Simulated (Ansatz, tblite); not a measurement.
**The cluster Ga2S3: removing and adding an electron**

What does removing or adding an electron cost or gain for the cluster Ga2S3? Each charged state is run at several levels.

Method: as each input shows; program: Ansatz 0.2.0, Gaussian basis.

Levels to be run: charge +1 doublet, at the geometry of the singlet (PBE0-D4/def2-TZVP, PBE-D4/def2-TZVP, r2SCAN-D4/def2-TZVP); charge +1 doublet, relaxed (PBE0-D4/def2-TZVP, PBE-D4/def2-TZVP); charge -1 doublet, at the geometry of the singlet (PBE0-D4/def2-TZVPD, PBE-D4/def2-TZVPD, r2SCAN-D4/def2-TZVPD); the starting singlet's energies come from earlier runs.

2 further runs of the same task are left out: 2 set aside as unsound or not needed.

### 1 The relaxed structure

The geometry is that of the singlet, from an earlier relaxation (B3LYP-D4/def2-SVP). At that level it is the lowest of the isomers that a small search found.

5 atoms, charge 0, spin multiplicity 1.

Atoms are counted from 1 here; the program's logs count them from 0.

Bond lengths: Ga1–S4 2.205 Å, Ga1–S5 2.025 Å, Ga2–S3 2.025 Å, Ga2–S4 2.206 Å. Angles: S4–Ga1–S5 178.2°, S3–Ga2–S4 178.2°, Ga1–S4–Ga2 97.3°.

Geometry (Å):

```xyz
5
Ga2S3
Ga    0.1786   -1.6598   -0.0540
Ga    0.2697    1.6469    0.0712
S    -0.9758    3.2434    0.0811
S     1.6801   -0.0487    0.0641
S    -1.1525   -3.1818   -0.1623
```

### 2 Charge +1 doublet at the fixed geometry, PBE0-D4/def2-TZVP

in.yaml

```yaml
crystal:
  periodic: [false, false, false]
  atoms:
    - {symbol: Ga, position_ang: [0.178597, -1.659822, -0.054045]}
    - {symbol: Ga, position_ang: [0.269709, 1.646932, 0.071177]}
    - {symbol: S, position_ang: [-0.975834, 3.243388, 0.081057]}
    - {symbol: S, position_ang: [1.680077, -0.048686, 0.064107]}
    - {symbol: S, position_ang: [-1.152549, -3.181811, -0.162286]}
basis:
  gaussian: {orbitals: def2-TZVP}
total_charge: 1
magnetization: {spin_polarized: true, initial_magnetization: 1}
hamiltonian: {xc: pbe0, dispersion: d4}
scf: {omitted_lower_state_checks: [starts]}
output: {orbitals: {seedname: orbitals}}
```

Started as:

```bash
> ansatz run in.yaml --threads 4 --pin off --events-out ev --progress --plain --max-ram 8704MiB
```

The log of the run:

```text
Functional definition: PBE0
  name "PBE0"
  cite "Adamo & Barone, J. Chem. Phys. 110, 6158 (1999) doi:10.1063/1.478522"
  cite "Perdew, Burke & Ernzerhof, Phys. Rev. Lett. 77, 3865 (1996) doi:10.1103/PhysRevLett.77.3865"
  parent pbe
  parameter a = 0.25
  parameter kappa = 0.804
  parameter beta = 0.06672455060314922
  exchange = (1 - a)*pbe_x(kappa = kappa, mu = beta*pi^2/3) + a*exact_x
  correlation = pbe_c(beta = beta)
these checks for a lower state are left out or cut short: starts
1307 factors; integrals over basis functions are off by at most 9.8e-4 eV
mean field evaluation 1: about -137226.8616 eV, gradient 3.5e1 eV
mean field evaluation 2: about -137211.0463 eV, gradient 6.7e1 eV
mean field evaluation 4: about -137232.0368 eV, gradient 5.3e0 eV
mean field evaluation 8: about -137232.2054 eV, gradient 3.4e-1 eV
mean field evaluation 16: about -137232.3027 eV, gradient 1.6e-3 eV
mean field evaluation 32: about -137232.3027 eV, gradient 1.2e-5 eV
mean field -137232.30265118 eV, -5043.1941030351 hartree, gradient 9.6e-6 eV, S^2 0.769568; 0 other end points of the search recorded, 0 dependent functions left out
reference -137232.30268192 eV, -5043.1941041648 hartree; 55, 54 occupied and 152, 153 virtual orbitals, 1307 factors
Total energy: -137232.49332287 eV, -5043.2011100906 hartree
Checks for a lower state left out: starts
```

It took 15 s on 4 threads of Intel Xeon Platinum 8375C at 2.90GHz, shared host; peak memory 1 GiB.

HOMO -11.43 eV, LUMO -10.66 eV (over both spins); ⟨S²⟩ 0.770 (pure: 0.75).

### 3 Charge +1 doublet at the fixed geometry, PBE-D4/def2-TZVP

start.molden holds the orbitals of an earlier run on this state, given as this run's starting guess.

in.yaml, as its differences from that of step 2:

```diff
@@ -9,6 +9,6 @@
 basis:
-  gaussian: {orbitals: def2-TZVP}
+  gaussian: {orbitals: def2-TZVP, initial_orbitals: start.molden}
 total_charge: 1
 magnetization: {spin_polarized: true, initial_magnetization: 1}
-hamiltonian: {xc: pbe0, dispersion: d4}
+hamiltonian: {xc: pbe, dispersion: d4}
 scf: {omitted_lower_state_checks: [starts]}
```

Same command.

The log of the run:

```text
Functional definition: PBE
  name "PBE"
  cite "Perdew, Burke & Ernzerhof, Phys. Rev. Lett. 77, 3865 (1996) doi:10.1103/PhysRevLett.77.3865"
  parent pbe
  parameter kappa = 0.804
  parameter beta = 0.06672455060314922
  exchange = pbe_x(kappa = kappa, mu = beta*pi^2/3)
  correlation = pbe_c(beta = beta)
these checks for a lower state are left out or cut short: starts
1519 factors; their error is unknown
mean field evaluation 1: about -137228.1118 eV, gradient 1.2e1 eV
mean field evaluation 2: about -137228.3226 eV, gradient 3.1e-1 eV
mean field evaluation 4: about -137228.2918 eV, gradient 4.0e-2 eV
mean field evaluation 8: about -137228.2918 eV, gradient 1.5e-5 eV
mean field -137228.29178589 eV, -5043.0467064544 hartree, gradient 5.6e-6 eV, S^2 0.756043; 0 other end points of the search recorded, 0 dependent functions left out
reference -137228.29182680 eV, -5043.0467079577 hartree; 55, 54 occupied and 152, 153 virtual orbitals, 1519 factors
Total energy: -137228.50923174 eV, -5043.0546974421 hartree
Checks for a lower state left out: starts
```

Wall time 8.5 s (4 threads of Intel Xeon Platinum 8375C at 2.90GHz, shared host); peak memory 0.66 GiB.

From the report: HOMO -11.18 eV, LUMO -11.04 eV (over both spins); ⟨S²⟩ 0.756 (pure: 0.75).

### 4 Charge +1 doublet at the fixed geometry, r2SCAN-D4/def2-TZVP

in.yaml, as its differences from that of step 3:

```diff
@@ -12,3 +12,3 @@
 magnetization: {spin_polarized: true, initial_magnetization: 1}
-hamiltonian: {xc: pbe, dispersion: d4}
+hamiltonian: {xc: r2scan, dispersion: d4}
 scf: {omitted_lower_state_checks: [starts]}
```

The command is unchanged.

The log of the run:

```text
Functional definition: r2SCAN
  name "r2SCAN"
  cite "Furness, Kaplan, Ning, Perdew & Sun, J. Phys. Chem. Lett. 11, 8208 (2020) doi:10.1021/acs.jpclett.0c02405"
  cite "Furness, Kaplan, Ning, Perdew & Sun, J. Phys. Chem. Lett. 11, 9248 (2020) doi:10.1021/acs.jpclett.0c03077"
  parent r2scan
  parameter k0 = 0.174
  parameter k1 = 0.065
  parameter a1 = 4.9479
  exchange = r2scan_x(k0 = k0, k1 = k1, a1 = a1)
  correlation = r2scan_c
these checks for a lower state are left out or cut short: starts
1519 factors; their error is unknown
mean field evaluation 1: about -137254.8606 eV, gradient 8.3e0 eV
mean field evaluation 2: about -137254.9384 eV, gradient 1.5e-1 eV
mean field evaluation 4: about -137254.8943 eV, gradient 2.1e-3 eV
mean field evaluation 8: about -137254.8943 eV, gradient 3.4e-5 eV
mean field -137254.89430032 eV, -5044.0243308281 hartree, gradient 7.3e-6 eV, S^2 0.761769; 0 other end points of the search recorded, 0 dependent functions left out
reference -137254.89431540 eV, -5044.0243313821 hartree; 55, 54 occupied and 152, 153 virtual orbitals, 1519 factors
Total energy: -137254.94331407 eV, -5044.0261320500 hartree
Checks for a lower state left out: starts
```

It took 21 s on 4 threads of Intel Xeon Platinum 8375C at 2.90GHz, shared host; peak memory 0.73 GiB.

Report: HOMO -11.23 eV, LUMO -11.08 eV (over both spins); ⟨S²⟩ 0.762 (pure: 0.75).

### 5 Vertical ionisation energy

Charged state less starting state, singlet to doublet; the starting state's energies are those of its earlier runs.

| level | vertical ionisation energy (eV) | time |
| --- | --- | --- |
| PBE-D4/def2-TZVP | +8.73 | 11 s |
| r2SCAN-D4/def2-TZVP | +8.90 | 25 s |
| PBE0-D4/def2-TZVP | +9.08 | 22 s |

Times add the two runs; a level without a time comes out of a correlated run.

Beside −ε(HOMO) of the starting state:

| level | −ε(HOMO) (eV) | by difference (eV) | mismatch (eV) |
| --- | --- | --- | --- |
| PBE-D4/def2-TZVP | 6.41 | 8.73 | -2.32 |
| r2SCAN-D4/def2-TZVP | 6.69 | 8.90 | -2.21 |
| PBE0-D4/def2-TZVP | 7.50 | 9.08 | -1.58 |

### 6 Relaxing the charge +1 doublet

in.yaml, as its differences from that of step 4:

```diff
@@ -9,7 +9,8 @@
 basis:
-  gaussian: {orbitals: def2-TZVP, initial_orbitals: start.molden}
+  gaussian: {orbitals: def2-SVP}
 total_charge: 1
 magnetization: {spin_polarized: true, initial_magnetization: 1}
-hamiltonian: {xc: r2scan, dispersion: d4}
-scf: {omitted_lower_state_checks: [starts]}
+hamiltonian: {xc: {name: B3LYP}, dispersion: d4}
+scf: {lower_state_search: "off"}
 output: {orbitals: {seedname: orbitals}}
+relax: {f_tol: 0.02, max_steps: 100}
```

Same command.

The log of the run, cut to the lines that bear on the results:

```text
Functional definition: B3LYP
  name "B3LYP"
  cite "Stephens, Devlin, Chabalowski & Frisch, J. Phys. Chem. 98, 11623 (1994) doi:10.1021/j100096a001"
  cite "Becke, Phys. Rev. A 38, 3098 (1988) doi:10.1103/PhysRevA.38.3098"
  cite "Lee, Yang & Parr, Phys. Rev. B 37, 785 (1988) doi:10.1103/PhysRevB.37.785"
  cite "Vosko, Wilk & Nusair, Can. J. Phys. 58, 1200 (1980) doi:10.1139/p80-159"
[...]
1174 factors; integrals over basis functions are off by at most 3.4e-4 eV
[...]
mean field -137236.71141233 eV, -5043.3561220193 hartree, gradient 9.4e-6 eV, S^2 0.764799; 0 other end points of the search recorded, 0 dependent functions left out
[...]
reference -137236.71166278 eV, -5043.3561312230 hartree; 55, 54 occupied and 63, 64 virtual orbitals, 1174 factors
[...]
relax step   6: F+E_penalty+E_count = -137237.12230901 eV  Δ(F+E_penalty+E_count) = -8.303e-5 eV  max|allowed force component| = 2.273e-3 eV/Å  Δτ_max = 0.0107 Å  (25 SCF iters, accepted)
Total energy: -137237.12256248 eV, -5043.3712315086 hartree
Atom 0 at     0.192982    -1.697967    -0.054902 Å, force    -0.001719    -0.002147    -0.000145 eV/Å
Atom 1 at     0.286028     1.684092     0.073185 Å, force    -0.001610     0.002273     0.000021 eV/Å
Atom 2 at    -0.966509     3.331339     0.084659 Å, force     0.000803     0.000547     0.000051 eV/Å
Atom 3 at     1.635635    -0.047363     0.062421 Å, force     0.001755    -0.000074     0.000065 eV/Å
Atom 4 at    -1.148136    -3.270101    -0.165352 Å, force     0.000772    -0.000599     0.000008 eV/Å
Dipole moment:     0.284154    -0.008224     0.010843 e Å
Checks for a lower state left out: stability, starts, cluster_reference, orbital_swaps, neighbouring_geometries, increment
```

Wall time 18 s (4 threads of Intel Xeon Platinum 8375C at 2.90GHz, shared host).

The steps of the relaxation:

| step | energy from step 1 (eV) | largest force component (eV/Å) |
| --- | --- | --- |
| 1 | 0.0000 | 0.8434 |
| 2 | -0.0491 | 0.1409 |
| 3 | -0.0511 | 0.0266 |
| 4 | -0.0515 | 0.0140 |
| 5 | -0.0514 | 0.0243 |
| 6 | -0.0515 | 0.0023 |

The force was under the threshold of 0.02 eV/Å already at step 4, but the program went on to step 6.

Close pairs (by a distance rule), those that changed most:

| bond | before (Å) | after (Å) | change (Å) |
| --- | --- | --- | --- |
| Ga1–S5 | 2.025 | 2.069 | +0.045 |
| Ga2–S3 | 2.025 | 2.069 | +0.045 |
| Ga2–S4 | 2.206 | 2.195 | -0.010 |
| Ga1–S4 | 2.205 | 2.195 | -0.010 |

### 7 Charge +1 doublet, PBE0-D4/def2-TZVP

in.yaml

```yaml
crystal:
  periodic: [false, false, false]
  atoms:
    - {symbol: Ga, position_ang: [0.192982, -1.697967, -0.054902]}
    - {symbol: Ga, position_ang: [0.286028, 1.684092, 0.073185]}
    - {symbol: S, position_ang: [-0.966509, 3.331339, 0.084659]}
    - {symbol: S, position_ang: [1.635635, -0.047363, 0.062421]}
    - {symbol: S, position_ang: [-1.148136, -3.270101, -0.165352]}
basis:
  gaussian: {orbitals: def2-TZVP, initial_orbitals: start.molden}
total_charge: 1
magnetization: {spin_polarized: true, initial_magnetization: 1}
hamiltonian: {xc: pbe0, dispersion: d4}
scf: {omitted_lower_state_checks: [starts]}
output: {orbitals: {seedname: orbitals}}
```

Launched as before.

The log of the run, cut to the lines that bear on the results:

```text
Functional definition: PBE0
  name "PBE0"
  cite "Adamo & Barone, J. Chem. Phys. 110, 6158 (1999) doi:10.1063/1.478522"
  cite "Perdew, Burke & Ernzerhof, Phys. Rev. Lett. 77, 3865 (1996) doi:10.1103/PhysRevLett.77.3865"
  parent pbe
[...]
1309 factors; integrals over basis functions are off by at most 6.8e-4 eV
[...]
mean field -137232.32003266 eV, -5043.1947417929 hartree, gradient 1.5e-6 eV, S^2 0.771630; 0 other end points of the search recorded, 0 dependent functions left out
reference -137232.32006362 eV, -5043.1947429304 hartree; 55, 54 occupied and 152, 153 virtual orbitals, 1309 factors
Total energy: -137232.50741721 eV, -5043.2016280479 hartree
Checks for a lower state left out: starts
```

Run time: 14 s. Hardware: 4 threads of Intel Xeon Platinum 8375C at 2.90GHz, shared host; peak memory 0.94 GiB.

From the report: HOMO -11.29 eV, LUMO -10.54 eV (over both spins); ⟨S²⟩ 0.772 (pure: 0.75).

### 8 Charge +1 doublet, PBE-D4/def2-TZVP

in.yaml, as its differences from that of step 7:

```diff
@@ -12,3 +12,3 @@
 magnetization: {spin_polarized: true, initial_magnetization: 1}
-hamiltonian: {xc: pbe0, dispersion: d4}
+hamiltonian: {xc: pbe, dispersion: d4}
 scf: {omitted_lower_state_checks: [starts]}
```

Launched as before.

The log of the run:

```text
Functional definition: PBE
  name "PBE"
  cite "Perdew, Burke & Ernzerhof, Phys. Rev. Lett. 77, 3865 (1996) doi:10.1103/PhysRevLett.77.3865"
  parent pbe
  parameter kappa = 0.804
  parameter beta = 0.06672455060314922
  exchange = pbe_x(kappa = kappa, mu = beta*pi^2/3)
  correlation = pbe_c(beta = beta)
these checks for a lower state are left out or cut short: starts
1519 factors; their error is unknown
mean field evaluation 1: about -137228.1445 eV, gradient 1.2e1 eV
mean field evaluation 2: about -137228.3573 eV, gradient 3.2e-1 eV
mean field evaluation 4: about -137228.3301 eV, gradient 3.9e-2 eV
mean field evaluation 8: about -137228.3301 eV, gradient 1.0e-5 eV
mean field -137228.33010694 eV, -5043.0481147269 hartree, gradient 7.6e-6 eV, S^2 0.756632; 0 other end points of the search recorded, 0 dependent functions left out
reference -137228.33014811 eV, -5043.0481162400 hartree; 55, 54 occupied and 152, 153 virtual orbitals, 1519 factors
Total energy: -137228.54398406 eV, -5043.0559745661 hartree
Checks for a lower state left out: starts
```

It took 8.5 s on 4 threads of Intel Xeon Platinum 8375C at 2.90GHz, shared host; peak memory 0.65 GiB.

Report: HOMO -11.06 eV, LUMO -10.93 eV (over both spins); ⟨S²⟩ 0.757 (pure: 0.75).

### 9 Adiabatic ionisation energy

Charged state less starting state, singlet to doublet; the starting state's energies are those of its earlier runs.

| level | adiabatic ionisation energy (eV) | time |
| --- | --- | --- |
| PBE-D4/def2-TZVP | +8.70 | 11 s |
| PBE0-D4/def2-TZVP | +9.07 | 21 s |

Times add the two runs; a level without a time comes out of a correlated run.

### 10 Charge -1 doublet at the fixed geometry, PBE0-D4/def2-TZVPD

in.yaml

```yaml
crystal:
  periodic: [false, false, false]
  atoms:
    - {symbol: Ga, position_ang: [0.178597, -1.659822, -0.054045]}
    - {symbol: Ga, position_ang: [0.269709, 1.646932, 0.071177]}
    - {symbol: S, position_ang: [-0.975834, 3.243388, 0.081057]}
    - {symbol: S, position_ang: [1.680077, -0.048686, 0.064107]}
    - {symbol: S, position_ang: [-1.152549, -3.181811, -0.162286]}
basis:
  gaussian: {orbitals: def2-TZVPD}
total_charge: -1
magnetization: {spin_polarized: true, initial_magnetization: 1}
hamiltonian: {xc: pbe0, dispersion: d4}
scf: {omitted_lower_state_checks: [starts]}
output: {orbitals: {seedname: orbitals}}
```

The command is unchanged.

The log of the run, cut to the lines that bear on the results:

```text
Functional definition: PBE0
  name "PBE0"
  cite "Adamo & Barone, J. Chem. Phys. 110, 6158 (1999) doi:10.1063/1.478522"
  cite "Perdew, Burke & Ernzerhof, Phys. Rev. Lett. 77, 3865 (1996) doi:10.1103/PhysRevLett.77.3865"
  parent pbe
[...]
1793 factors; their error is unknown
[...]
mean field -137243.04890322 eV, -5043.5890205137 hartree, gradient 1.2e-5 eV, S^2 0.755478; 0 other end points of the search recorded, 0 dependent functions left out
reference -137243.04894390 eV, -5043.5890220084 hartree; 56, 55 occupied and 190, 191 virtual orbitals, 1793 factors
Total energy: -137243.25725371 eV, -5043.5966772528 hartree
Checks for a lower state left out: starts
```

Run time: 20 s. Hardware: 4 threads of Intel Xeon Platinum 8375C at 2.90GHz, shared host; peak memory 1.5 GiB.

HOMO -0.24 eV, LUMO 1.38 eV (over both spins); ⟨S²⟩ 0.755 (pure: 0.75).

### 11 Charge -1 doublet at the fixed geometry, PBE-D4/def2-TZVPD

in.yaml, as its differences from that of step 10:

```diff
@@ -9,6 +9,6 @@
 basis:
-  gaussian: {orbitals: def2-TZVPD}
+  gaussian: {orbitals: def2-TZVPD, initial_orbitals: start.molden}
 total_charge: -1
 magnetization: {spin_polarized: true, initial_magnetization: 1}
-hamiltonian: {xc: pbe0, dispersion: d4}
+hamiltonian: {xc: pbe, dispersion: d4}
 scf: {omitted_lower_state_checks: [starts]}
```

Launched as before.

The log of the run:

```text
Functional definition: PBE
  name "PBE"
  cite "Perdew, Burke & Ernzerhof, Phys. Rev. Lett. 77, 3865 (1996) doi:10.1103/PhysRevLett.77.3865"
  parent pbe
  parameter kappa = 0.804
  parameter beta = 0.06672455060314922
  exchange = pbe_x(kappa = kappa, mu = beta*pi^2/3)
  correlation = pbe_c(beta = beta)
these checks for a lower state are left out or cut short: starts
1631 factors; their error is unknown
mean field evaluation 1: about -137238.6026 eV, gradient 1.2e1 eV
mean field evaluation 2: about -137238.8039 eV, gradient 2.9e-1 eV
mean field evaluation 4: about -137238.7584 eV, gradient 3.7e-2 eV
mean field -137238.75842108 eV, -5043.4313482030 hartree, gradient 2.4e-5 eV, S^2 0.752542; 0 other end points of the search recorded, 0 dependent functions left out
reference -137238.75847358 eV, -5043.4313501326 hartree; 56, 55 occupied and 190, 191 virtual orbitals, 1631 factors
Total energy: -137238.99573141 eV, -5043.4400691971 hartree
Checks for a lower state left out: starts
```

Wall time 6 s (4 threads of Intel Xeon Platinum 8375C at 2.90GHz, shared host); peak memory 0.55 GiB.

From the report: HOMO 0.30 eV, LUMO 0.68 eV (over both spins); ⟨S²⟩ 0.753 (pure: 0.75). Doubts: highest occupied level lies above zero.

### 12 Charge -1 doublet at the fixed geometry, r2SCAN-D4/def2-TZVPD

in.yaml, as its differences from that of step 11:

```diff
@@ -12,3 +12,3 @@
 magnetization: {spin_polarized: true, initial_magnetization: 1}
-hamiltonian: {xc: pbe, dispersion: d4}
+hamiltonian: {xc: r2scan, dispersion: d4}
 scf: {omitted_lower_state_checks: [starts]}
```

The command is unchanged.

The log of the run:

```text
Functional definition: r2SCAN
  name "r2SCAN"
  cite "Furness, Kaplan, Ning, Perdew & Sun, J. Phys. Chem. Lett. 11, 8208 (2020) doi:10.1021/acs.jpclett.0c02405"
  cite "Furness, Kaplan, Ning, Perdew & Sun, J. Phys. Chem. Lett. 11, 9248 (2020) doi:10.1021/acs.jpclett.0c03077"
  parent r2scan
  parameter k0 = 0.174
  parameter k1 = 0.065
  parameter a1 = 4.9479
  exchange = r2scan_x(k0 = k0, k1 = k1, a1 = a1)
  correlation = r2scan_c
these checks for a lower state are left out or cut short: starts
1631 factors; their error is unknown
mean field evaluation 1: about -137265.4770 eV, gradient 8.3e0 eV
mean field evaluation 2: about -137265.5639 eV, gradient 1.9e-1 eV
mean field evaluation 4: about -137265.5112 eV, gradient 7.1e-2 eV
mean field evaluation 8: about -137265.5113 eV, gradient 2.4e-5 eV
mean field -137265.51127186 eV, -5044.4144973356 hartree, gradient 2.9e-5 eV, S^2 0.758109; 0 other end points of the search recorded, 0 dependent functions left out
reference -137265.51132338 eV, -5044.4144992288 hartree; 56, 55 occupied and 190, 191 virtual orbitals, 1631 factors
Total energy: -137265.56524599 eV, -5044.4164808481 hartree
Checks for a lower state left out: starts
```

It took 16 s on 4 threads of Intel Xeon Platinum 8375C at 2.90GHz, shared host; peak memory 0.64 GiB.

Report: HOMO 0.23 eV, LUMO 0.92 eV (over both spins); ⟨S²⟩ 0.758 (pure: 0.75). Doubts: highest occupied level lies above zero.

### 13 Vertical electron affinity

Starting state less charged state (positive: the electron is bound), singlet to doublet; the starting state's energies are those of its earlier runs.

| level | vertical electron affinity (eV) | time |
| --- | --- | --- |
| PBE-D4/def2-TZVPD | +1.70 | 9.5 s |
| r2SCAN-D4/def2-TZVPD | +1.68 | 22 s |
| PBE0-D4/def2-TZVPD | +1.63 | 26 s |

Times add the two runs; a level without a time comes out of a correlated run.

Beside −ε(LUMO) of the starting state:

| level | −ε(LUMO) (eV) | by difference (eV) | mismatch (eV) |
| --- | --- | --- | --- |
| PBE-D4/def2-TZVPD | 3.78 | 1.70 | +2.08 |
| r2SCAN-D4/def2-TZVPD | 3.61 | 1.68 | +1.94 |
| PBE0-D4/def2-TZVPD | 3.03 | 1.63 | +1.40 |

### 14 Summary of results

```
                                             quantity                               value
 vertical ionisation energy, functionals in def2-TZVP  8.73 (PBE-D4) to 9.08 eV (PBE0-D4)
adiabatic ionisation energy, functionals in def2-TZVP  8.70 (PBE-D4) to 9.07 eV (PBE0-D4)
vertical electron affinity, functionals in def2-TZVPD  1.63 (PBE0-D4) to 1.70 eV (PBE-D4)
      relaxation of the cation side, PBE-D4/def2-TZVP                             0.03 eV
```

What this shows: The vertical ionisation energy spans 8.73 to 9.08 eV over the functionals. −ε(HOMO) misses the level's own difference by -1.58 eV at best (PBE0-D4) and -2.32 eV at worst (PBE-D4). The adiabatic ionisation energy spans 8.70 to 9.07 eV over the functionals. The vertical electron affinity spans 1.63 to 1.70 eV over the functionals. −ε(LUMO) misses the level's own difference by +1.40 eV at best (PBE0-D4) and +2.08 eV at worst (PBE-D4). Relaxing the oxidised state gains 0.03 eV at PBE-D4/def2-TZVP.
